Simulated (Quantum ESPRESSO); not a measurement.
# TiNi (Pmma) in Quantum ESPRESSO: reference runs

Reference runs on TiNi: the cell as given and a disturbed copy.

Program: Quantum ESPRESSO 7.5. These are calculated values, not measurements. Logs are shortened: lines on timing, memory, paths and dates and some standing lists are left out, and cuts for length are marked.

**1. Starting point**

Symmetry: Pmma, No. 51, orthorhombic system. Conventional cell: a = 4.086 Å, b = 2.856 Å, c = 4.587 Å, α = 90.00°, β = 90.00°, γ = 90.00°. Around Ni (site symmetry mm2) lie 8 Ti at 2.52 to 2.89 Å and 4 Ni at 2.62 to 2.86 Å. Ti (site symmetry mm2) is surrounded by 8 Ni at 2.52 to 2.89 Å and 2 Ti at 2.86 Å.

The cell comes from a database or a generator and needn't be the stable form of this composition.

**2. Single point, PBEsol, collinear spin, ferromagnetic start**

Contents of pw.in:

```
&CONTROL
  calculation = 'scf'
  prefix = 'pwscf'
  outdir = './tmp'
  pseudo_dir = './pseudo'
  tprnfor = .true.
  tstress = .true.
  disk_io = 'low'
/
&SYSTEM
  ibrav = 0
  celldm(1) = 8
  nat = 4
  ntyp = 2
  ecutwfc = 45
  ecutrho = 360
  nbnd = 43
  occupations = 'smearing'
  smearing = 'fd'
  degauss = 0.00367493
  nspin = 2
  starting_magnetization(1) = 0.0556
  starting_magnetization(2) = 0.0833
/
&ELECTRONS
  conv_thr = 8d-10
  electron_maxstep = 120
  mixing_beta = 0.3
/
ATOMIC_SPECIES
Ni    58.6934 ni_pbesol_v1.4.uspp.F.UPF
Ti    47.8670 ti_pbesol_v1.4.uspp.F.UPF
CELL_PARAMETERS alat
  0.9651876218903   0.0000000000000   0.0000000000000
  0.0000000000000   0.6746804711994   0.0000000000000
  0.0000000000000   0.0000000000000   1.0834644650922
ATOMIC_POSITIONS crystal
Ni     0.7500000000    0.0000000000    0.8209744100
Ni     0.2500000000    0.0000000000    0.1790255900
Ti     0.7500000000    0.5000000000    0.2744080600
Ti     0.2500000000    0.5000000000    0.7255919400
K_POINTS automatic
7 9 6 0 0 0
```

Contents of pp_density.in:

```
&INPUTPP
  prefix = 'pwscf'
  outdir = './tmp'
  filplot = 'density.dat'
  plot_num = 0
/
&PLOT
  nfile = 1
  filepp(1) = 'density.dat'
  iflag = 3
  output_format = 6
  fileout = 'density.cube'
/
```

Contents of pp_potential.in:

```
&INPUTPP
  prefix = 'pwscf'
  outdir = './tmp'
  filplot = 'potential.dat'
  plot_num = 11
/
&PLOT
  nfile = 1
  filepp(1) = 'potential.dat'
  iflag = 3
  output_format = 6
  fileout = 'potential.cube'
/
```

Contents of pp_spin.in:

```
&INPUTPP
  prefix = 'pwscf'
  outdir = './tmp'
  filplot = 'spin.dat'
  plot_num = 6
/
&PLOT
  nfile = 1
  filepp(1) = 'spin.dat'
  iflag = 3
  output_format = 6
  fileout = 'spin.cube'
/
```

Potentials or basis: GBRV 1.5 PBEsol.

Command:

```bash
$ OMP_NUM_THREADS=1 mpirun -n 2 pw.x -nk 2 -in pw.in > pw.out
$ OMP_NUM_THREADS=1 mpirun -n 1 pp.x -in pp_density.in > pp_density.out
$ OMP_NUM_THREADS=1 mpirun -n 1 pp.x -in pp_potential.in > pp_potential.out
$ OMP_NUM_THREADS=1 mpirun -n 1 pp.x -in pp_spin.in > pp_spin.out
```

pw.out:

```text
This program is part of the open-source Quantum ESPRESSO suite
     for quantum simulation of materials; please cite
[... 13 lines left out ...]
     --------------------
     sticks:   dense  smooth     PW     G-vecs:    dense   smooth      PW
     Sum        1203     599    191                41667    14783    2507

     Using Slab Decomposition

     bravais-lattice index     =            0
     lattice parameter (alat)  =       8.0000  a.u.
     unit-cell volume          =     361.2389 (a.u.)^3
     number of atoms/cell      =            4
     number of atomic types    =            2
     number of electrons       =        60.00
     number of Kohn-Sham states=           43
     kinetic-energy cutoff     =      45.0000  Ry
     charge density cutoff     =     360.0000  Ry
     scf convergence threshold =      8.0E-10
     mixing beta               =       0.3000
     number of iterations used =            8  plain     mixing
     Exchange-correlation= SLA  PW   PSX  PSC
                           (   1   4  10   8   0   0   0)

     celldm(1)=   8.000000  celldm(2)=   0.000000  celldm(3)=   0.000000
     celldm(4)=   0.000000  celldm(5)=   0.000000  celldm(6)=   0.000000

     crystal axes: (cart. coord. in units of alat)
               a(1) = (   0.965188   0.000000   0.000000 )
               a(2) = (   0.000000   0.674680   0.000000 )
               a(3) = (   0.000000   0.000000   1.083464 )

     reciprocal axes: (cart. coord. in units 2 pi/alat)
               b(1) = (  1.036068  0.000000  0.000000 )
               b(2) = (  0.000000  1.482183  0.000000 )
               b(3) = (  0.000000  0.000000  0.922965 )

     PseudoPot. # 1 for Ni read from file:
     ni_pbesol_v1.4.uspp.F.UPF
     Pseudo is Ultrasoft + core correction, Zval = 18.0
     Generated by new atomic code, or converted to UPF format
     Using radial grid of  865 points,  6 beta functions with:
                l(1) =   0
                l(2) =   0
                l(3) =   1
                l(4) =   1
                l(5) =   2
                l(6) =   2
     Q(r) pseudized with 10 coefficients,  rinner =    0.980   0.980   0.980
                                                       0.980   0.980

     PseudoPot. # 2 for Ti read from file:
     ti_pbesol_v1.4.uspp.F.UPF
     Pseudo is Ultrasoft + core correction, Zval = 12.0
     Generated by new atomic code, or converted to UPF format
     Using radial grid of  851 points,  6 beta functions with:
                l(1) =   0
                l(2) =   0
                l(3) =   1
                l(4) =   1
                l(5) =   2
                l(6) =   2
     Q(r) pseudized with  6 coefficients,  rinner =    1.000   1.000   1.000
                                                       1.000   1.000

     atomic species   valence    mass     pseudopotential
     Ni               18.00    58.69340     Ni( 1.00)
     Ti               12.00    47.86700     Ti( 1.00)

     Starting magnetic structure
     atomic species   magnetization
     Ni              0.056
     Ti              0.083

      8 Sym. Ops., with inversion, found ( 4 have fractional translation)

   Cartesian axes

     site n.     atom                  positions (alat units)
         1        Ni     tau(   1) = (   0.7238907   0.0000000   0.8894966  )
         2        Ni     tau(   2) = (   0.2412969   0.0000000   0.1939679  )
         3        Ti     tau(   3) = (   0.7238907   0.3373402   0.2973114  )
         4        Ti     tau(   4) = (   0.2412969   0.3373402   0.7861531  )

     number of k points=    80  Fermi-Dirac smearing, width (Ry)=  0.0037
                       cart. coord. in units 2pi/alat
        k(    1) = (   0.0000000   0.0000000   0.0000000), wk =   0.0026455
        k(    2) = (   0.0000000   0.0000000   0.1538275), wk =   0.0052910
        k(    3) = (   0.0000000   0.0000000   0.3076551), wk =   0.0052910
        k(    4) = (   0.0000000   0.0000000  -0.4614826), wk =   0.0026455
        k(    5) = (   0.0000000   0.1646870   0.0000000), wk =   0.0052910
        k(    6) = (   0.0000000   0.1646870   0.1538275), wk =   0.0105820
[... 72 lines left out ...]
        k(   79) = (   0.4440291   0.6587480   0.3076551), wk =   0.0211640
        k(   80) = (   0.4440291   0.6587480  -0.4614826), wk =   0.0105820

     Dense  grid:    41667 G-vectors     FFT dimensions: (  48,  36,  54)

     Smooth grid:    14783 G-vectors     FFT dimensions: (  36,  24,  40)

     Check: negative core charge=   -0.000015
     Generating pointlists ...
     new r_m :   0.2458 (alat units)  1.9666 (a.u.) for type    1
     new r_m :   0.2458 (alat units)  1.9666 (a.u.) for type    2

     Initial potential from superposition of free atoms

     starting charge      53.9999, renormalised to      60.0000

     negative rho (up, down):  1.142E-03 9.663E-04
     Starting wfcs are   46 randomized atomic wfcs

     Self-consistent Calculation

     iteration #  1     ecut=    45.00 Ry     beta= 0.30
     Davidson diagonalization with overlap
     ethr =  1.00E-02,  avg # of iterations =  6.3

     negative rho (up, down):  3.868E-04 3.617E-04

     total energy              =    -884.47283991 Ry
     estimated scf accuracy    <     133.07474846 Ry

     total magnetization       =     0.64 Bohr mag/cell
     absolute magnetization    =     0.66 Bohr mag/cell

     iteration #  2     ecut=    45.00 Ry     beta= 0.30
     Davidson diagonalization with overlap
     ethr =  1.00E-02,  avg # of iterations =  4.0

     negative rho (up, down):  5.129E-04 4.906E-04

     total energy              =    -926.00360793 Ry
     estimated scf accuracy    <      49.57075037 Ry

     total magnetization       =     0.17 Bohr mag/cell
     absolute magnetization    =     0.21 Bohr mag/cell

     iteration #  3     ecut=    45.00 Ry     beta= 0.30
     Davidson diagonalization with overlap
     ethr =  1.00E-02,  avg # of iterations =  2.3

     negative rho (up, down):  6.735E-04 6.894E-04
[... 196 lines left out ...]
     total magnetization       =    -0.00 Bohr mag/cell
     absolute magnetization    =     0.00 Bohr mag/cell

     iteration # 20     ecut=    45.00 Ry     beta= 0.30
     Davidson diagonalization with overlap
     ethr =  6.64E-11,  avg # of iterations =  1.0

     negative rho (up, down):  6.523E-04 6.522E-04

     total energy              =    -924.58149969 Ry
     estimated scf accuracy    <          9.2E-10 Ry

     total magnetization       =     0.00 Bohr mag/cell
     absolute magnetization    =     0.00 Bohr mag/cell

     iteration # 21     ecut=    45.00 Ry     beta= 0.30
     Davidson diagonalization with overlap
     ethr =  1.53E-12,  avg # of iterations =  2.0

     negative rho (up, down):  6.522E-04 6.522E-04

     Magnetic moment per site  (integrated on atomic sphere of radius R)
     atom   1 (R=0.246)  charge= 16.8498  magn=  0.0000
     atom   2 (R=0.246)  charge= 16.8498  magn=  0.0000
     atom   3 (R=0.246)  charge=  9.8784  magn= -0.0000
     atom   4 (R=0.246)  charge=  9.8784  magn= -0.0000

     End of self-consistent calculation

     Number of k-points >= 100: set verbosity='high' to print the bands.

     the Fermi energy is    16.0286 ev

!    total energy              =    -924.58149970 Ry
     estimated scf accuracy    <          4.7E-10 Ry
     smearing contrib. (-TS)   =      -0.00251964 Ry
     internal energy E=F+TS    =    -924.57898006 Ry

     The total energy is F=E-TS. E is the sum of the following terms:
     one-electron contribution =    -529.32971636 Ry
     hartree contribution      =     294.99280995 Ry
     xc contribution           =    -106.14041191 Ry
     ewald contribution        =    -584.10166174 Ry

     total magnetization       =    -0.00 Bohr mag/cell
     absolute magnetization    =     0.00 Bohr mag/cell

     convergence has been achieved in  21 iterations

     negative rho (up, down):  6.522E-04 6.522E-04

     Forces acting on atoms (cartesian axes, Ry/au):

     atom    1 type  1   force =     0.00000000    0.00000000   -0.00346411
     atom    2 type  1   force =     0.00000000    0.00000000    0.00346411
     atom    3 type  2   force =     0.00000000    0.00000000    0.00015194
     atom    4 type  2   force =     0.00000000    0.00000000   -0.00015194

     Total force =     0.004904     Total SCF correction =     0.000006

     Computing stress (Cartesian axis) and pressure

     negative rho (up, down):  6.522E-04 6.522E-04
          total   stress  (Ry/bohr**3)                   (kbar)     P=      -29.04
  -0.00018281   0.00000000   0.00000000          -26.89        0.00        0.00
   0.00000000  -0.00018920   0.00000000            0.00      -27.83        0.00
   0.00000000   0.00000000  -0.00022027            0.00        0.00      -32.40

=------------------------------------------------------------------------------=
   JOB DONE.
=------------------------------------------------------------------------------=
```

pp_potential.out:

```text
This program is part of the open-source Quantum ESPRESSO suite
     for quantum simulation of materials; please cite
         "P. Giannozzi et al., J. Phys.:Condens. Matter 21 395502 (2009);
         "P. Giannozzi et al., J. Phys.:Condens. Matter 29 465901 (2017);
         "P. Giannozzi et al., J. Chem. Phys. 152 154105 (2020);
     in publications or presentations arising from this work. More details at

     IMPORTANT: XC functional enforced from input :
     Exchange-correlation= PBESOL
                           (   1   4  10   8   0   0   0)
     Any further DFT definition will be discarded
     Please, verify this is what you really want

     G-vector sticks info
     --------------------
     sticks:   dense  smooth     PW     G-vecs:    dense   smooth      PW
     Sum        1203     599    191                41667    14783    2507

     Using Slab Decomposition

     Check: negative core charge=   -0.000015

     negative rho (up, down):  6.522E-04 6.522E-04

     Calling punch_plot, plot_num =  11
     Writing data to file  potential.dat
     Reading data from file  potential.dat

     Writing data to be plotted to file potential.cube
     Plot Type: 3D                     Output format: Gaussian cube

=------------------------------------------------------------------------------=
   JOB DONE.
=------------------------------------------------------------------------------=
```

It took 1.9 min on 2 MPI ranks of Intel Xeon 6975P-C (Granite Rapids), shared host; peak memory 0.46 GiB.

What came out:

* Free energy: -12579.5722 eV
* Pressure: -2.9 GPa
* Largest force: 0.089 eV/Å
* Band gap on the k mesh: none (metal or under the smearing width)
* Net moment: 0.00 μB per cell
* Absolute moment: 0.00 μB per cell
* Valence electrons inside the program's atomic spheres: Ni 16.85; Ti 9.88

Forces on the atoms (eV/Å):
```
Ni   0.000  0.000 -0.089
Ni   0.000  0.000  0.089
Ti   0.000  0.000  0.004
Ti   0.000  0.000 -0.004
```

**3. Single point, PBEsol, collinear spin, ferromagnetic start (atoms moved at random, drawn with an rms of 0.05 Å)**

Contents of pw.in:

```
&CONTROL
  calculation = 'scf'
  prefix = 'pwscf'
  outdir = './tmp'
  pseudo_dir = './pseudo'
  tprnfor = .true.
  tstress = .true.
  disk_io = 'nowf'
/
&SYSTEM
  ibrav = 0
  nat = 4
  ntyp = 2
  ecutwfc = 45
  ecutrho = 360
  nbnd = 43
  occupations = 'smearing'
  smearing = 'fd'
  degauss = 0.00367493
  nspin = 2
  starting_magnetization(1) = 0.0556
  starting_magnetization(2) = 0.0833
/
&ELECTRONS
  conv_thr = 8d-10
  electron_maxstep = 120
  mixing_beta = 0.3
/
ATOMIC_SPECIES
Ni    58.6934 ni_pbesol_v1.4.uspp.F.UPF
Ti    47.8670 ti_pbesol_v1.4.uspp.F.UPF
CELL_PARAMETERS angstrom
   4.0860423500    0.0000000000    0.0000000000
   0.0000000000    2.8562042400    0.0000000000
   0.0000000000    0.0000000000    4.5867576300
ATOMIC_POSITIONS crystal
Ni     0.7505100000   -0.0082190000    0.8225210000
Ni     0.2510220000   -0.0062090000    0.1747580000
Ti     0.7545630000    0.4954360000    0.2787390000
Ti     0.2496620000    0.4812260000    0.7181270000
K_POINTS automatic
7 9 6 0 0 0
```

Potentials or basis: GBRV 1.5 PBEsol.

Command:

```bash
$ OMP_NUM_THREADS=1 mpirun -n 2 pw.x -nk 2 -in pw.in > pw.out
```

Wall time 4.4 min (2 MPI ranks of Intel Xeon 6975P-C (Granite Rapids), shared host); peak memory 0.74 GiB.

Results (log left out):

```
Free energy                                           : -12579.5591 eV
Pressure                                              : -3.4 GPa
Largest force                                         : 0.299 eV/Å
Band gap on the k mesh                                : none (metal or under the smearing width)
Net moment                                            : 0.00 μB per cell
Absolute moment                                       : 0.00 μB per cell
Valence electrons inside the program's atomic spheres : Ni 16.83; Ti 9.86
```

Forces in eV/Å, atoms in the order of the input:
```
Ni  -0.002 -0.057 -0.147
Ni   0.043 -0.044  0.143
Ti  -0.104  0.009 -0.274
Ti   0.063  0.092  0.277
```

Stress tensor (GPa, compression positive):
```
-2.94  0.00 -0.05
 0.00 -4.18 -0.74
-0.05 -0.74 -3.04
```

Levels at points of the mesh, in eV from the Fermi level:
Spin up:
| k point | band 28 | band 29 | band 30 | band 31 | band 32 | band 33 |
| --- | --- | --- | --- | --- | --- | --- |
| (0.00, 0.00, 0.00) | -1.10 | -0.33 | 0.24 | 0.25 | 0.57 | 1.24 |
| (0.00, 0.00, -0.50) | -1.55 | -0.75 | 0.15 | 0.34 | 0.38 | 0.41 |
Spin down:
```csv
k point,band 26,band 27,band 28,band 29,band 30,band 31,band 32,band 33,band 34,band 35
"(0.00, 0.00, 0.00)",-1.65,-1.39,-1.10,-0.33,0.24,0.25,0.58,1.24,2.28,2.55
"(0.00, 0.00, -0.50)",-1.88,-1.56,-1.55,-0.75,0.15,0.34,0.38,0.41,1.34,1.84
```
